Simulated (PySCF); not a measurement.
# [Yb(P5)2]+: forces at shaken geometries

How stiff is [Yb(P5)2]+? Its atoms are displaced at random by several amounts. The structure is generated, not taken from experiment.

The runs use PySCF 2.14.0; r2SCAN, Yb lcecp-1-SVP with ECP59, P def2-SVP; scalar-relativistic core potentials, no spin–orbit coupling.

3 further runs of the same task are left out: 2 for a known fault of the program, 1 that didn't finish.

## Step 1: The system as given

11 atoms, charge 1, spin multiplicity 1.

Bond lengths: Yb1–P2 2.988 Å, Yb1–P3 2.988 Å, Yb1–P4 2.988 Å, Yb1–P5 2.988 Å, Yb1–P6 2.988 Å, Yb1–P7 2.988 Å, Yb1–P8 2.988 Å, Yb1–P9 2.988 Å, Yb1–P10 2.988 Å, Yb1–P11 2.988 Å, P2–P3 2.148 Å, P2–P6 2.148 Å, P3–P4 2.148 Å, P4–P5 2.148 Å, P5–P6 2.148 Å, P7–P8 2.148 Å, P7–P11 2.148 Å, P8–P9 2.148 Å and more. Angles: P2–Yb1–P3 42.1°, P2–Yb1–P4 71.1°, P2–Yb1–P5 71.1°, P2–Yb1–P6 42.1°, P2–Yb1–P7 180.0°, P2–Yb1–P8 137.9°, P2–Yb1–P9 108.9°, P2–Yb1–P10 108.9°, P2–Yb1–P11 137.9°, P3–Yb1–P4 42.1°, P3–Yb1–P5 71.1°, P3–Yb1–P6 71.1°, P3–Yb1–P7 137.9°, P3–Yb1–P8 108.9°, P3–Yb1–P9 108.9°, P3–Yb1–P10 137.9°, P3–Yb1–P11 180.0°, P4–Yb1–P5 42.1° and more.

Geometry (Å):

```xyz
11

Yb    0.00000    0.00000    0.00000
P     0.00000    1.82693    2.36398
P    -1.73752    0.56455    2.36398
P    -1.07384   -1.47802    2.36398
P     1.07385   -1.47802    2.36398
P     1.73751    0.56456    2.36398
P     0.00000   -1.82693   -2.36398
P    -1.73751   -0.56456   -2.36398
P    -1.07385    1.47802   -2.36398
P     1.07384    1.47802   -2.36398
P     1.73752   -0.56455   -2.36398
```

Formal oxidation states: Yb +3. Each metal's 13 4f electrons lie in its core potential, so multiplicities, spins and levels count the valence alone. An earlier session relaxed this geometry at r2SCAN, Yb lcecp-1-SVP with ECP59, P def2-SVP (singlet, point group D5d).

Its energy there is -3451.631166 Eh.

## Step 2: Atoms moved at random, σ = 0.1 Å

Contents of run.py (the lines that set the calculation):

```python
mol = gto.M(atom='''
Yb    -0.11580     0.12508     0.04259
P     -0.03299     1.76739     2.26255
P     -1.67764     0.53005     2.50756
P     -0.94872    -1.35098     2.31557
P      1.05645    -1.37025     2.46614
P      1.71298     0.42353     2.36412
P      0.08119    -1.84112    -2.40756
P     -1.72182    -0.71801    -2.44085
P     -1.04411     1.56736    -2.24317
P      1.00383     1.41351    -2.37794
P      1.68663    -0.54655    -2.48901''',
    basis={'Yb': 'lcecp-1-SVP', 'P': 'def2-SVP'},
    ecp={'Yb': 'lcecp-1-SVP'},
    charge=1, spin=0)
mf = dft.RKS(mol, xc='R2SCAN')
mf.grids.atom_grid = (50, 194)  # f atoms: unpruned, at least (60, 302)
mf = mf.density_fit()  # fitting sets: Yb AutoAux, P def2-universal-JKFIT
mf.conv_tol = 1e-08; mf.max_cycle = 55
mf.kernel(dm0)  # dm0: the density of the relaxed state
```

Run with:

```
> OMP_NUM_THREADS=4 python run.py
```

## Step 3: Atoms moved at random, σ = 0.06 Å

Contents of run.py (the lines that set the calculation):

```python
mol = gto.M(atom='''
Yb    -0.05041    -0.00675    -0.04042
P     -0.07066     1.80601     2.43765
P     -1.71529     0.61339     2.28140
P     -1.01540    -1.36630     2.40264
P      1.02112    -1.53871     2.34875
P      1.78742     0.54988     2.29688
P     -0.06579    -1.83366    -2.33061
P     -1.75020    -0.54616    -2.30641
P     -1.08216     1.45069    -2.35405
P      1.14779     1.51081    -2.39074
P      1.79359    -0.63920    -2.34511''',
    basis={'Yb': 'lcecp-1-SVP', 'P': 'def2-SVP'},
    ecp={'Yb': 'lcecp-1-SVP'},
    charge=1, spin=0)
mf = dft.RKS(mol, xc='R2SCAN')
mf.grids.atom_grid = (50, 194)  # f atoms: unpruned, at least (60, 302)
mf = mf.density_fit()  # fitting sets: Yb AutoAux, P def2-universal-JKFIT
mf.conv_tol = 1e-08; mf.max_cycle = 55
mf.kernel(dm0)  # dm0: the density of the relaxed state
```

## Step 4: Atoms moved at random, σ = 0.15 Å

Contents of run.py (the lines that set the calculation):

```python
mol = gto.M(atom='''
Yb    -0.29529     0.10512     0.06839
P     -0.09428     1.91812     2.47034
P     -1.75216     0.58396     2.47511
P     -1.02586    -1.71193     2.40157
P      1.12855    -1.35069     2.32378
P      1.74320     0.50890     2.10824
P     -0.00981    -1.72511    -2.35348
P     -1.71882    -0.53873    -2.51141
P     -1.03716     1.45596    -2.42046
P      1.14355     1.48415    -2.12600
P      1.91808    -0.72976    -2.43608''',
    basis={'Yb': 'lcecp-1-SVP', 'P': 'def2-SVP'},
    ecp={'Yb': 'lcecp-1-SVP'},
    charge=1, spin=0)
mf = dft.RKS(mol, xc='R2SCAN')
mf.grids.atom_grid = (50, 194)  # f atoms: unpruned, at least (60, 302)
mf = mf.density_fit()  # fitting sets: Yb AutoAux, P def2-universal-JKFIT
mf.conv_tol = 1e-08; mf.max_cycle = 55
mf.kernel(dm0)  # dm0: the density of the relaxed state
```

**Question.** What will these runs give? Wanted: for each run, σ; energy rise; harmonic estimate −½ F·u; largest force component.

**Answer**, as computed:

| σ (Å) | energy rise (eV) | harmonic estimate −½ F·u (eV) | largest force component (eV/Å) |
| --- | --- | --- | --- |
| 0.1 | 1.537 | 1.657 | 5.17 |
| 0.06 | 0.546 | 0.543 | 2.36 |
| 0.15 | 1.379 | 1.283 | 3.36 |

Every displacement raises the energy. For a harmonic well the rise equals −½ F·u; the two differ by at most 8 % here (a move with σ = 0.1 Å), from anharmonicity, the grid and the small forces left at the relaxed point. These are double-zeta-type bases without diffuse functions. Spin–orbit coupling is left out.
